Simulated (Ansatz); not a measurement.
Working through a rigid scan of one bond length of CH4AlBrS, SMILES [CH3][Al]([SH])[Br]

Program: the Ansatz DFT code, driven from Python.

The cells in order, each with its output:

```python
import ansatz as az
from ase import Atoms
import numpy as np
```

```python
atoms = Atoms(["C", "Al", "S", "Br", "H", "H", "H", "H"], positions=[
    [-0.0919, 1.257, -0.1495],
    [-0.389, -0.67, -0.0036],
    [0.782, -1.8349, 1.5096],
    [-1.8485, -1.7787, -1.4232],
    [-0.8035, 1.6866, -0.9756],
    [-0.3951, 1.8, 0.8034],
    [0.9427, 1.5246, -0.4146],
    [1.8955, -2.0418, 0.5978],
])
ch4albrs = az.Crystal.molecule_from_ase(atoms)

symbols = [site.symbol for site in ch4albrs.cartesian_sites]
start = np.array([site.position_ang for site in ch4albrs.cartesian_sites])
axis = (start[0] - start[1]) / np.linalg.norm(start[0] - start[1])
moving = [0, 4, 5, 6]
lengths, energies = [1.721, 1.799, 1.877, 1.955, 2.033, 2.112, 2.19, 2.307], []
for length in lengths:
    xyz = start.copy()
    xyz[moving] += (length - np.linalg.norm(start[0] - start[1])) * axis
    point = az.Crystal.molecule()
    for symbol, xyz in zip(symbols, xyz):
        point = point.atom(symbol, xyz.tolist())
    model = (
        point.calculation()
        .basis(gaussian="def2-SVP")
        .functional("r2scan0")
    )
    report = model.run().report
    energies.append(report["free_energy_ev"])
    print(f"r = {length:6.3f} A  E = {energies[-1]:.5f} eV  <S^2> = {abs(report['mean_field']['state']['spin_squared']):.3f}")

# quartic fit about the minimum
fit = np.polynomial.Polynomial.fit(lengths, np.array(energies) - min(energies), 4).convert()
roots = [r.real for r in fit.deriv().roots() if abs(r.imag) < 1e-9 and fit.deriv(2)(r.real) > 0]
r_e = min(roots, key=lambda r: abs(r - lengths[int(np.argmin(energies))]))
print(f"minimum of the fit at {r_e:.4f} A, force constant {fit.deriv(2)(r_e):.2f} eV/A^2")
```

    r =  1.721 A  E = -88565.98001 eV  <S^2> = 0.000
    r =  1.799 A  E = -88566.29836 eV  <S^2> = 0.000
    r =  1.877 A  E = -88566.44371 eV  <S^2> = 0.000
    r =  1.955 A  E = -88566.46417 eV  <S^2> = 0.000
    r =  2.033 A  E = -88566.39528 eV  <S^2> = 0.000
    r =  2.112 A  E = -88566.26114 eV  <S^2> = 0.000
    r =  2.190 A  E = -88566.08459 eV  <S^2> = 0.000
    r =  2.307 A  E = -88565.76762 eV  <S^2> = 0.000
    minimum of the fit at 1.9303 A, force constant 16.48 eV/A^2

Caveats:
- These settings explore the input space; basis and method may be short of convergence.
- The rest of the molecule is held rigid at a force-field or estimated start geometry, and the basis set is modest; single-reference methods fail as a bond breaks.
- The orbitals are restricted, so S² is zero by construction.
- Run time: 48 s on 1 thread of Arm Neoverse V2, with other jobs on the host, peak memory 0.31 GiB.

(Lines on the test bed's own set-up are left out of the output.)
